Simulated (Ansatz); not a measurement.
# BCl3H2Se: up Jacob's ladder to CCSD(T)

How much do the methods differ for BCl3H2Se? The plan is to run it at one geometry with functionals of several rungs and with coupled cluster, and see how far each lands from CCSD(T) at the basis-set limit for the atomisation energy.

Computed with Ansatz 0.2.0, Gaussian basis. Level: functionals in def2-TZVPP, the program's frozen cores in correlated methods.

Plan: LDA (SPW92), PBE-D4, revPBE-D4, BLYP-D4, r2SCAN-D4, B97M-V, PBE0-D4, B3LYP-D4, r2SCANh-D4, r2SCAN0-D4, HSE06-D4, BHLYP-D4, CAM-B3LYP-D4, LC-ωPBE, ωB97X-V, ωB97M-V, B2PLYP, PBE-QIDH; CCSD(T)/def2-SVP; CCSD(T)/def2-TZVPP; MP2/def2-QZVPP; extrapolation to the limit; RPA on PBE.

### 1 The geometry

An earlier PBE0-D4 in a triple-zeta def2 set relaxation fixed the geometry.

SMILES `Cl[B-](Cl)(Cl)[SeH2+]`, 7 atoms, charge 0, spin multiplicity 1.

Atoms are counted from 1 here; the program's logs count them from 0.

Bond lengths: Cl1–B2 1.798 Å, B2–Cl3 1.794 Å, B2–Cl4 1.798 Å, B2–Se5 2.306 Å, Se5–H6 1.470 Å, Se5–H7 1.470 Å. Angles: Cl1–B2–Cl3 115.6°, Cl1–B2–Cl4 115.8°, Cl1–B2–Se5 100.7°, Cl3–B2–Cl4 115.6°, Cl3–B2–Se5 105.2°, Cl4–B2–Se5 100.7°, B2–Se5–H6 97.3°, B2–Se5–H7 97.2°, H6–Se5–H7 91.7°.

### 2 LDA

This LDA is Slater exchange with PW92 correlation.

in.yaml reads:

```yaml
crystal:
  periodic: [false, false, false]
  atoms:
    - {symbol: Cl, position_ang: [0.937343, -1.193881, 1.699329]}
    - {symbol: B, position_ang: [0.100451, -0.916652, 0.132040]}
    - {symbol: Cl, position_ang: [1.149163, -0.957028, -1.323477]}
    - {symbol: Cl, position_ang: [-1.506803, -1.703025, -0.047475]}
    - {symbol: Se, position_ang: [-0.527341, 1.290370, 0.366111]}
    - {symbol: H, position_ang: [0.802824, 1.884291, 0.165604]}
    - {symbol: H, position_ang: [-0.894337, 1.528025, -1.037831]}
basis:
  gaussian: {orbitals: def2-TZVPP}
hamiltonian: {xc: lda}
output: {orbitals: {seedname: orbitals}}
```

The run is started by

```bash
ansatz run in.yaml --threads 4 --pin off --events-out ev --progress --plain --max-ram 10444MiB
```

The runs that follow: PBE-D4 (GGA); revPBE-D4 (GGA); BLYP-D4 (GGA); r2SCAN-D4 (meta-GGA); B97M-V (meta-GGA); B3LYP-D4 (hybrid); r2SCANh-D4 (hybrid); r2SCAN0-D4 (hybrid); HSE06-D4 (hybrid); BHLYP-D4 (hybrid); CAM-B3LYP-D4 (range-separated); LC-ωPBE (range-separated); ωB97X-V (range-separated); ωB97M-V (range-separated); B2PLYP (double hybrid); PBE-QIDH (double hybrid); CCSD(T) in def2-SVP; CCSD(T) in def2-TZVPP; MP2 in def2-QZVPP; RPA on PBE orbitals.

Before running them: what should the planned runs give, taken together? Wanted: atomisation energy, CCSD(T)/CBS; farthest beyond LDA; mean size of error, GGA; mean size of error, meta-GGA; mean size of error, hybrid; mean size of error, range-separated; mean size of error, double hybrid; gap, smallest and largest; T1 diagnostic.

**Answer**, as computed:

| quantity | value |
| --- | --- |
| atomisation energy, CCSD(T)/CBS | 488.9 kcal/mol |
| functionals within 4.9 kcal/mol (1.0 %) | revPBE-D4, r2SCANh-D4, r2SCAN0-D4, ωB97X-V, ωB97M-V, PBE-QIDH |
| farthest beyond LDA | BHLYP-D4 (-21.4 kcal/mol) |
| mean size of error, GGA | 8.5 kcal/mol |
| mean size of error, meta-GGA | 8.2 kcal/mol |
| mean size of error, hybrid | 7.7 kcal/mol |
| mean size of error, range-separated | 5.2 kcal/mol |
| mean size of error, double hybrid | 6.8 kcal/mol |
| gap, smallest and largest | 4.91 eV (BLYP-D4), 12.10 eV (LC-ωPBE) |
| T1 diagnostic | 0.0093 |
| triples share of the correlation energy | 4.2 % |

In words: The LDA atomisation energy is off by 88.7 kcal/mol (18 %): it overbinds. PBE-D4 misses by +16.4 kcal/mol. Double hybrids carry the basis error of their MP2 part in triple zeta, and no dispersion term here, so their miss is partly the set-up's. By mean error the best rung here is range-separated (5.2 kcal/mol) and the worst beyond LDA is GGA (8.5 kcal/mol). The gap between the best rungs is small, so their order is not settled. The reference freezes the cores and leaves out relativity and excitations past (T), and its outer-core shells are covered unevenly, so misses under about 4.9 kcal/mol can't be ranked. All levels share the lack of spin-orbit coupling, which lowers the free heavy atoms and so the true binding. Hartree-Fock recovers 70 % of the binding; the rest is correlation. CCSD(T) in def2-SVP is off by -31.7 kcal/mol, more than most functionals: a good method in a small basis is no reference. Orbital gaps span 4.9 to 12.1 eV; exact exchange widens them. Correlated methods include outer-core shells of Se, which these sets cover unevenly.
